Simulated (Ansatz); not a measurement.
# GaSb3: relaxation of cell and atoms with PBEsol

The system is GaSb3.

```
Sb Ga
1.0
     0.00000    3.73060    3.73060
     3.73060    0.00000    3.73060
     3.73060    3.73060    0.00000
Sb Ga
3 1
Direct
  0.50000 0.50000 0.50000
  0.75000 0.75000 0.75000
  0.25000 0.25000 0.25000
  0.00000 0.00000 0.00000
```

The cell comes from a database or a generator and needn't be the stable form of this composition.

```yaml
Program: Ansatz 0.2.0
Task: relaxation of cell and atoms
Functional: PBEsol
Potentials_or_basis: Ansatz PAW
Cutoff: "420 eV (not typed: the program's choice for these potentials)"
k_mesh: 6 × 6 × 6
Occupations: fermi-dirac, width 0.05 eV
Spin: no spin polarisation
```

| Item | Value |
| --- | --- |
| Relaxed volume | 24.24 Å³/atom |
| Relaxed cell | a = 5.156 Å, b = 5.156 Å, c = 5.156 Å, α = 60.00°, β = 60.00°, γ = 60.00° |
| Space group after relaxing (to 0.05 Å) | Fm-3m (No. 225) |
| Energy gained by relaxing | 20.0 meV/atom |
| Ionic steps | 5 |
| Pressure after relaxing | 0.0 GPa |
| Band gap on the k mesh | none (metal or under the smearing width) |

The path:
```
step  energy change (eV)  largest force (eV/Å)  volume (Å³)
   1              0.0000                0.0000       103.84
   2             -0.0759                0.0000        95.20
   3             -0.0814                0.0000        97.24
   4             -0.0816                0.0000        96.94
   5             -0.0798                0.0000        96.94
```

Final structure:
```cif
data_structure
_symmetry_space_group_name_H-M 'P 1'
_symmetry_Int_Tables_number 1
_cell_length_a 5.1563
_cell_length_b 5.1563
_cell_length_c 5.1563
_cell_angle_alpha 60.000
_cell_angle_beta 60.000
_cell_angle_gamma 60.000
_cell_volume 96.94
loop_
_atom_site_label
_atom_site_type_symbol
_atom_site_fract_x
_atom_site_fract_y
_atom_site_fract_z
_atom_site_occupancy
Sb1 Sb 0.50000 0.50000 0.50000 1
Sb2 Sb 0.75000 0.75000 0.75000 1
Sb3 Sb 0.25000 0.25000 0.25000 1
Ga1 Ga 0.00000 0.00000 0.00000 1
```

Levels at points of the mesh, in eV from the Fermi level:
```tsv
k point	band 27	band 28	band 29	band 30	band 31	band 32
(0.00, 0.00, 0.00)	-2.90	-2.72	-2.72	-2.72	-0.96	-0.96
(0.00, 0.00, -0.50)	-2.98	-2.98	-0.37	-0.03	2.03	2.03
(0.00, -0.50, -0.50)	0.72	1.03	1.03	1.09	1.86	1.86
```

Run time: 9.9 s on 2 threads of Arm Neoverse V2 (shared host), peak memory 0.41 GiB.

Caveat: the plane-wave basis is chosen anew once the cell has moved, so the energies of steps on either side of that aren't comparable; the PAW data sets come from PBE, with cores solved anew for the run's functional, which leaves a small shift of forces and pressure. The run has no spin-orbit coupling, so splittings on Sb are missing.
